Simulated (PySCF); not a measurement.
# Ga₃O⁺: relaxation and vibrations of the singlet

Where does singlet Ga₃O⁺ go from a trigonal planar start, is the end point a minimum, and what are its modes, charges and moments?

Program: PySCF 2.14.0. Level of theory: PBE0, basis O def2-SVP, Ga def2-SVP, no relativity, density fitting. These are calculated values, not measurements.

## Step 1: Starting geometry

4 atoms, charge 1, spin multiplicity 1.

Bond lengths: O1–Ga2 1.833 Å, O1–Ga3 1.833 Å, O1–Ga4 1.833 Å. Angles: Ga2–O1–Ga3 120.0°, Ga2–O1–Ga4 120.0°, Ga3–O1–Ga4 120.0°.

Coordinates in bohr (charge 1 multiplicity 1):
```
O     0.0000    0.0000    0.0000
Ga    3.4631    0.0000    0.0000
Ga   -1.7316    2.9992    0.0000
Ga   -1.7316   -2.9992    0.0000
```

## Step 2: Trigonal planar start, singlet: relaxation

One driver script runs all steps and calls PySCF; scf.py shows how it sets up the SCF of each step. The optimiser is the driver's own. Before each start the driver seeks the lowest SCF state from one or more starting densities and follows internal instabilities, so scf.py alone need not reach the same state.

The program finds D3h symmetry in the start, which this walk keeps. The walk stops when the largest gradient is under 0.0003 Eh/bohr and the energy has settled too.

scf.py

```python
from pyscf import gto, scf, dft
mol = gto.M(atom='''
O      0.000000    -0.000000     0.000000
Ga     1.832613    -0.000011    -0.000000
Ga    -0.916297     1.587095    -0.000000
Ga    -0.916316    -1.587084     0.000000''',
    basis={'O': 'def2-SVP', 'Ga': 'def2-SVP'},
    charge=1, spin=0)
mf = dft.RKS(mol, xc='PBE0')
mf.grids.atom_grid = (50, 194)
aux = {'O': 'def2-universal-JKFIT', 'Ga': 'def2-universal-JKFIT'}
mf = mf.density_fit(auxbasis=aux)
mf.kernel()
```

After this run come: Frequencies.

Q: Predict the outcome of this session. Wanted: minimum; geometry; wavenumbers; dipole moment; highest occupied, lowest empty level; polar-tensor charge of O1; zero-point energy.

The runs gave:

| quantity | value |
| --- | --- |
| minimum | singlet, D3h |
| geometry | O–Ga 1.981 Å (×3); Ga–O–Ga 120.0° (×3) |
| wavenumbers (cm⁻¹) | 83 (e'), 178 (a2''), 229 (a1'), 455 (e') |
| dipole moment (centre of mass) | 0.00 D |
| highest occupied, lowest empty level | -11.65, -6.32 eV |
| polar-tensor charge of O1 | -1.39 e |
| zero-point energy | 8.9 kJ/mol |
| entropy at 298.15 K | 343.8 J/(mol K) |

The trigonal planar start keeps its D3h symmetry and ends in a minimum. The strongest infrared band lies at 455 cm⁻¹ (e'). Only this shape and spin were tried, so other structures or states may lie lower. Modes under about 90 cm⁻¹ are uncertain by tens of cm⁻¹.
